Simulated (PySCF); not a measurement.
# SiCNCl2F (SMILES N#C[Si](F)(Cl)Cl) at 6 levels

Aim: a comparison of 6 runs (HF/STO-3G, B3LYP/6-31G*, TPSS/def2-SVP, PBE/def2-SVPD, B3LYP/aug-cc-pVDZ) of SiCNCl2F. 

Program for the calculation: PySCF 2.14.0.

## Step 1: The structure to begin with

SiCNCl2F has 6 atoms, charge 0, and is taken as a singlet. As SMILES, `N#C[Si](F)(Cl)Cl`. The shape is that of a PBE0-D4/def2-TZVP optimisation.

Bond lengths: N1–C2 1.151 Å, C2–Si3 1.830 Å, Si3–F4 1.572 Å, Si3–Cl5 2.006 Å, Si3–Cl6 2.006 Å. Angles: N1–C2–Si3 179.1°, C2–Si3–F4 107.4°, C2–Si3–Cl5 109.0°, C2–Si3–Cl6 109.0°, F4–Si3–Cl5 109.6°, F4–Si3–Cl6 109.6°, Cl5–Si3–Cl6 112.0°.

## Step 2: Energy and forces at HF/STO-3G (run 1)

input.py reads:

```python
# N#C[Si](F)(Cl)Cl
import pyscf.grad
from pyscf import gto, scf

mol = gto.M(
    atom='''
N      3.311934    -2.571917     2.105533
C      1.744406    -1.442428     1.107191
Si    -0.721686     0.397409    -0.471298
F     -2.780732    -1.515371    -1.433924
Cl     0.799165     2.224397    -3.425129
Cl    -2.273530     2.786779     2.030133
''',
    basis='sto-3g',
    unit='bohr',
    verbose=3,
    max_memory=1860,
)

hf = scf.RHF(mol)
hf.conv_tol = 1e-10
hf.kernel()
if not hf.converged:
    hf = hf.newton().run(hf.mo_coeff, hf.mo_occ)

e_final = hf.e_tot
print(f'total energy: {e_final:.8f} hartree')
grad = hf.Gradients().kernel()
dip = hf.dip_moment()
pop, q = hf.mulliken_pop()
```

The run is started by

```bash
OMP_NUM_THREADS=1 python input.py
```

Log:

```text
converged SCF energy = -1384.06836815012
total energy: -1384.06836815 hartree
--------------- RHF gradients ---------------
         x                y                z
0 N    -0.0119539516     0.0098066603    -0.0077503056
1 C     0.0144266520    -0.0157213687     0.0097598615
2 Si    -0.0184759600     0.0378386948    -0.0142532598
3 F     0.0156325971     0.0105220369     0.0077193676
4 Cl    -0.0139783898    -0.0186130695     0.0274066427
5 Cl     0.0143490522    -0.0238329537    -0.0228823064
----------------------------------------------
Dipole moment(X, Y, Z, Debye): -1.28270, -0.40507, -0.67958
 ** Mulliken pop  **
pop of  0 N 1s            1.99755
pop of  0 N 2s            1.77100
pop of  0 N 2px           1.18918
pop of  0 N 2py           1.10411
pop of  0 N 2pz           1.07943
pop of  1 C 1s            1.99511
pop of  1 C 2s            1.19456
pop of  1 C 2px           0.99270
pop of  1 C 2py           0.98869
pop of  1 C 2pz           0.98845
pop of  2 Si 1s           1.99958
pop of  2 Si 2s           1.98585
pop of  2 Si 3s           1.04239
pop of  2 Si 2px          1.96393
pop of  2 Si 2py          1.96335
pop of  2 Si 2pz          1.96206
pop of  2 Si 3px          0.62296
pop of  2 Si 3py          0.61207
pop of  2 Si 3pz          0.61430
pop of  3 F 1s            1.99911
pop of  3 F 2s            1.95852
pop of  3 F 2px           1.71667
pop of  3 F 2py           1.72776
pop of  3 F 2pz           1.88024
pop of  4 Cl 1s           1.99997
pop of  4 Cl 2s           1.99898
pop of  4 Cl 3s           1.98458
pop of  4 Cl 2px          1.99792
pop of  4 Cl 2py          1.99737
pop of  4 Cl 2pz          1.99378
pop of  4 Cl 3px          1.87861
pop of  4 Cl 3py          1.84749
pop of  4 Cl 3pz          1.62652
pop of  5 Cl 1s           1.99997
pop of  5 Cl 2s           1.99898
pop of  5 Cl 3s           1.98458
pop of  5 Cl 2px          1.99781
pop of  5 Cl 2py          1.99591
pop of  5 Cl 2pz          1.99536
pop of  5 Cl 3px          1.86971
pop of  5 Cl 3py          1.76052
pop of  5 Cl 3pz          1.72238
 ** Mulliken atomic charges  **
charge of    0N =     -0.14127
charge of    1C =     -0.15951
charge of    2Si =      1.23351
charge of    3F =     -0.28230
charge of    4Cl =     -0.32522
charge of    5Cl =     -0.32521
```

It took 2.3 s on 1 thread of Intel Xeon Platinum 8375C at 2.90GHz (Ice Lake), shared host; peak memory 0.12 GiB.

## Step 3: Energy and forces at B3LYP/6-31G(d) (spherical functions) (run 2)

run.py reads:

```python
from pyscf import gto, dft

mol = gto.Mole()
mol.atom = [
    ('N', (1.752600, -1.361000, 1.114200)),
    ('C', (0.923100, -0.763300, 0.585900)),
    ('Si', (-0.381900, 0.210300, -0.249400)),
    ('F', (-1.471500, -0.801900, -0.758800)),
    ('Cl', (0.422900, 1.177100, -1.812500)),
    ('Cl', (-1.203100, 1.474700, 1.074300)),
]
mol.basis = '6-31g*'
mol.max_memory = 1860
mol.verbose = 3
mol.spin = 0
mol.build()

mf = dft.RKS(mol)
mf.xc = 'b3lyp'
mf.grids.level = 5
mf.conv_tol = 1e-10
mf.kernel()
if not mf.converged:
    mf = mf.newton().run(mf.mo_coeff, mf.mo_occ)

e_tot = mf.e_tot
print('E = %.10f Eh' % e_tot)
grad = mf.nuc_grad_method().kernel()
mf.analyze()
```

The run is started by

```bash
OMP_NUM_THREADS=1 python run.py
```

Log:

```text
converged SCF energy = -1402.72064464484
[... 16 lines left out ...]
MO #6   energy= -10.2388643665046  occ= 2
[... 8 lines left out ...]
MO #15  energy= -5.43061352324482  occ= 2
[... 8 lines left out ...]
MO #24  energy= -0.549479271323859 occ= 2
[... 8 lines left out ...]
MO #33  energy= -0.369909139457348 occ= 2
[... 8 lines left out ...]
MO #42  energy= 0.113637530242929  occ= 0
[... 8 lines left out ...]
MO #51  energy= 0.472264751085956  occ= 0
[... 8 lines left out ...]
MO #60  energy= 0.67724717872324   occ= 0
[... 8 lines left out ...]
MO #69  energy= 0.856849159911993  occ= 0
[... 8 lines left out ...]
MO #78  energy= 1.31477403006037   occ= 0
[... 8 lines left out ...]
MO #87  energy= 1.81807644067475   occ= 0
[... 8 lines left out ...]
MO #96  energy= 3.01137389604489   occ= 0
[... 7 lines left out ...]
Dipole moment(X, Y, Z, Debye): -1.17102,  1.27086, -0.78918
```

It took 36 s on 1 thread of Intel Xeon Platinum 8375C at 2.90GHz (Ice Lake), shared host; peak memory 0.94 GiB.

Runs 3 to 5 aren't shown in full; the table further down has their settings and results.

## Step 4: Energy and forces at B3LYP/aug-cc-pVDZ (run 6)

job.py reads:

```python
import pyscf.grad
from pyscf import gto, dft

system = gto.Mole()
system.atom = [
    ('N', (1.752600, -1.361000, 1.114200)),
    ('C', (0.923100, -0.763300, 0.585900)),
    ('Si', (-0.381900, 0.210300, -0.249400)),
    ('F', (-1.471500, -0.801900, -0.758800)),
    ('Cl', (0.422900, 1.177100, -1.812500)),
    ('Cl', (-1.203100, 1.474700, 1.074300)),
]
system.basis = 'aug-cc-pvdz'
system.max_memory = 1860
system.verbose = 3
system.charge = 0
system.spin = 0
system.build()

calc0 = dft.RKS(system)
calc0.xc = 'b3lyp'
calc0.grids.level = 5
calc0.conv_tol = 1e-10
calc0.kernel()
if not calc0.converged:
    calc0 = calc0.newton().run(calc0.mo_coeff, calc0.mo_occ)

e_tot = calc0.e_tot
print('E = %.10f Eh' % e_tot)
grad = calc0.Gradients().kernel()
dip = calc0.dip_moment()
pop, q = calc0.mulliken_pop()
```

The run is started by

```bash
OMP_NUM_THREADS=1 python job.py
```

Log:

```text
converged SCF energy = -1402.81516801082
[... 10 lines left out ...]
Dipole moment(X, Y, Z, Debye): -1.27994,  1.69339, -0.89411
[... 118 lines left out ...]
pop of  4 Cl 3dx2-y2      0.00149
pop of  4 Cl 4dxy         0.00136
pop of  4 Cl 4dyz         0.00035
pop of  4 Cl 4dz^2        0.00382
pop of  4 Cl 4dxz         0.00256
pop of  4 Cl 4dx2-y2      0.00223
pop of  5 Cl 1s           2.00002
pop of  5 Cl 2s           2.04290
pop of  5 Cl 3s           0.95840
pop of  5 Cl 4s           0.94718
pop of  5 Cl 5s           0.07329
pop of  5 Cl 2px          2.00159
pop of  5 Cl 2py          2.00166
pop of  5 Cl 2pz          2.00172
pop of  5 Cl 3px          1.06438
pop of  5 Cl 3py          1.03021
pop of  5 Cl 3pz          1.01642
pop of  5 Cl 4px          0.71517
pop of  5 Cl 4py          0.64972
pop of  5 Cl 4pz          0.64053
pop of  5 Cl 5px          0.02188
pop of  5 Cl 5py          0.01724
pop of  5 Cl 5pz          0.01940
pop of  5 Cl 3dxy         0.00389
pop of  5 Cl 3dyz         0.00747
pop of  5 Cl 3dz^2        0.00321
pop of  5 Cl 3dxz         0.00422
pop of  5 Cl 3dx2-y2      0.00246
pop of  5 Cl 4dxy         0.00030
pop of  5 Cl 4dyz         0.00113
pop of  5 Cl 4dz^2        0.00398
pop of  5 Cl 4dxz         0.00212
pop of  5 Cl 4dx2-y2      0.00279
 ** Mulliken atomic charges  **
charge of    0N =     -0.17362
charge of    1C =     -0.02725
charge of    2Si =      1.31020
charge of    3F =     -0.64265
charge of    4Cl =     -0.23338
charge of    5Cl =     -0.23329
```

Run time: 70 s. Hardware: 1 thread of Intel Xeon Platinum 8375C at 2.90GHz (Ice Lake), shared host; peak memory 1.8 GiB.

## Step 5: All runs side by side

| run | level | integration grid | Cartesian functions | energy (Eh) | dipole moment (D) | HOMO energy (eV) | LUMO energy (eV) | wall time |
| --- | --- | --- | --- | --- | --- | --- | --- | --- |
| 1 | HF/STO-3G | – | no | -1384.068368 | 1.51 | -11.87 | 6.44 | 2.3 s |
| 2 | B3LYP/6-31G* (spherical functions) | 5 | no | -1402.720645 | 1.90 | -9.80 | -1.43 | 36 s |
| 3 | TPSS/def2-SVP | 5 | no | -1402.293601 | 2.08 | -8.75 | -2.04 | 37 s |
| 4 | B3LYP/6-31G* (Cartesian functions) | 5 | yes | -1402.732841 | 1.90 | -9.80 | -1.45 | 37 s |
| 5 | PBE/def2-SVPD | 5 | no | -1401.512842 | 2.25 | -8.85 | -2.51 | 49 s |
| 6 | B3LYP/aug-cc-pVDZ | 5 | no | -1402.815168 | 2.30 | -9.91 | -1.70 | 70 s |

## Step 6: Summary of results

| quantity | value |
| --- | --- |
| run 6: total energy | -1402.81517 Eh |
| run 6: dipole moment | 2.30 D |
| run 6: HOMO energy | -9.91 eV |
| run 6: LUMO energy | -1.70 eV |
| run 6: HOMO–LUMO gap | 8.21 eV |
| run 6: largest force on an atom | 1.924 eV/Å |

**Reading.** The dipole moment (its size) runs from 1.51 D (HF/STO-3G) to 2.30 D (B3LYP/aug-cc-pVDZ). The two ends differ in method and basis. The HOMO–LUMO gap runs from 6.34 eV (PBE/def2-SVPD) to 18.32 eV (HF/STO-3G). Totals of different functionals can't be ranked against each other. In run 1 the basis is minimal, so the values are rough. All runs together took 3.9 min, the longest 70 s.
